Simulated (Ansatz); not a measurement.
# C₂H₃BS: single points off equilibrium

The atoms stand at a structure displaced at random from a GFN2-xTB minimum. How far do the functionals agree with CCSD(T) there?

Method: single points in def2-TZVPP; program: Ansatz 0.2.0, Gaussian basis.

Cores are frozen in the correlated methods.

### 1 Where the work starts

SMILES `BSC#C`, 7 atoms, charge 0, spin multiplicity 1.

Atoms are counted from 1 here; the program's logs count them from 0.

Bond lengths: B1–S2 1.863 Å, B1–H5 1.143 Å, B1–H6 1.351 Å, S2–C3 1.759 Å, C3–C4 1.188 Å, C4–H7 1.026 Å. Angles: S2–B1–H5 126.6°, S2–B1–H6 109.8°, H5–B1–H6 122.9°, B1–S2–C3 62.2°, S2–C3–C4 176.8°, C3–C4–H7 174.8°.

Geometry (Å):

```mol
C2H3BS
  3D, bonds by distance, orders not assigned

  7  6  0  0  0  0  0  0  0  0999 V2000
   -0.3159    1.0633   -0.1016 B   0  0
    0.3522    0.8899    1.6289 S   0  0
    0.4526   -0.5090    0.5669 C   0  0
    0.4535   -1.4555   -0.1508 C   0  0
    0.2511    1.4491   -1.0164 H   0  0
   -1.6513    0.8572   -0.1001 H   0  0
    0.4348   -2.3244   -0.6955 H   0  0
  1  2  8  0
  1  5  8  0
  1  6  8  0
  2  3  8  0
  3  4  8  0
  4  7  8  0
M  END
```

### 2 CCSD(T)/def2-TZVPP

File run/in.yaml:

```yaml
crystal:
  periodic: [false, false, false]
  atoms:
    - {symbol: B, position_ang: [-0.315900, 1.063300, -0.101600]}
    - {symbol: S, position_ang: [0.352200, 0.889900, 1.628900]}
    - {symbol: C, position_ang: [0.452600, -0.509000, 0.566900]}
    - {symbol: C, position_ang: [0.453500, -1.455500, -0.150800]}
    - {symbol: H, position_ang: [0.251100, 1.449100, -1.016400]}
    - {symbol: H, position_ang: [-1.651300, 0.857200, -0.100100]}
    - {symbol: H, position_ang: [0.434800, -2.324400, -0.695500]}
basis:
  gaussian: {orbitals: def2-TZVPP}
correlation: {method: ccsd_t}
output: {forces: true}
```

No record of the launch command was kept for these runs.

### 3 PBE0-D4/def2-TZVPP

Changes to run/in.yaml since step 2:

```diff
@@ -12,3 +12,3 @@
   gaussian: {orbitals: def2-TZVPP}
-correlation: {method: ccsd_t}
-output: {forces: true}
+hamiltonian: {xc: pbe0, dispersion: d4}
+output: {forces: true, orbitals: {seedname: orbitals}}
```

### 4 wB97M-V/def2-TZVPP

Changes to run/in.yaml since step 3:

```diff
@@ -12,3 +12,3 @@
   gaussian: {orbitals: def2-TZVPP}
-hamiltonian: {xc: pbe0, dispersion: d4}
-output: {forces: true, orbitals: {seedname: orbitals}}
+hamiltonian: {xc: {name: wB97M-V}}
+output: {forces: true}
```

### 5 r2SCAN-D4/def2-TZVPP

Changes to run/in.yaml since step 4:

```diff
@@ -12,3 +12,3 @@
   gaussian: {orbitals: def2-TZVPP}
-hamiltonian: {xc: {name: wB97M-V}}
+hamiltonian: {xc: r2scan, dispersion: d4}
 output: {forces: true}
```

### 6 PBE-D4/def2-TZVPP

Changes to run/in.yaml since step 5:

```diff
@@ -12,3 +12,3 @@
   gaussian: {orbitals: def2-TZVPP}
-hamiltonian: {xc: r2scan, dispersion: d4}
+hamiltonian: {xc: pbe, dispersion: d4}
 output: {forces: true}
```

### 7 SPW92/def2-TZVPP

Changes to run/in.yaml since step 6:

```diff
@@ -12,3 +12,3 @@
   gaussian: {orbitals: def2-TZVPP}
-hamiltonian: {xc: pbe, dispersion: d4}
+hamiltonian: {xc: lda}
 output: {forces: true}
```

### 8 B97M-V/def2-TZVPP

Changes to run/in.yaml since step 7:

```diff
@@ -12,3 +12,3 @@
   gaussian: {orbitals: def2-TZVPP}
-hamiltonian: {xc: lda}
+hamiltonian: {xc: {name: B97M-V}}
 output: {forces: true}
```

(Steps that only read results are left out.)

Q: Predict the outcome of this session. Wanted: energy less free atoms, CCSD(T)/def2-TZVPP; RMS force component; RMS force error; HOMO and LUMO, PBE0-D4; T1 diagnostic.

The runs gave:

| quantity | value |
| --- | --- |
| energy less free atoms, CCSD(T)/def2-TZVPP | -2559.6 kJ/mol |
| RMS force component | 1.448 to 1.765 eV/Å over the methods |
| RMS force error | PBE0-D4 0.292, wB97M-V 0.427, r2SCAN-D4 0.202, PBE-D4 0.206, SPW92 0.369, B97M-V 0.299 eV/Å |
| HOMO and LUMO, PBE0-D4 | -7.10 and -1.87 eV |
| T1 diagnostic | 0.014 |

Against CCSD(T) the functionals' energies less atoms differ by -525.9 to -104.2 kJ/mol, PBE-D4 by -192.9 kJ/mol. A larger basis would deepen the CCSD(T) value, while the functionals are nearly converged already, so the order here is not reliable. The forces of r2SCAN-D4 come nearest to CCSD(T), those of wB97M-V are farthest. Frozen-core CCSD(T) forces in triple zeta carry basis errors of their own, and this is one geometry, so small gaps rank nothing.
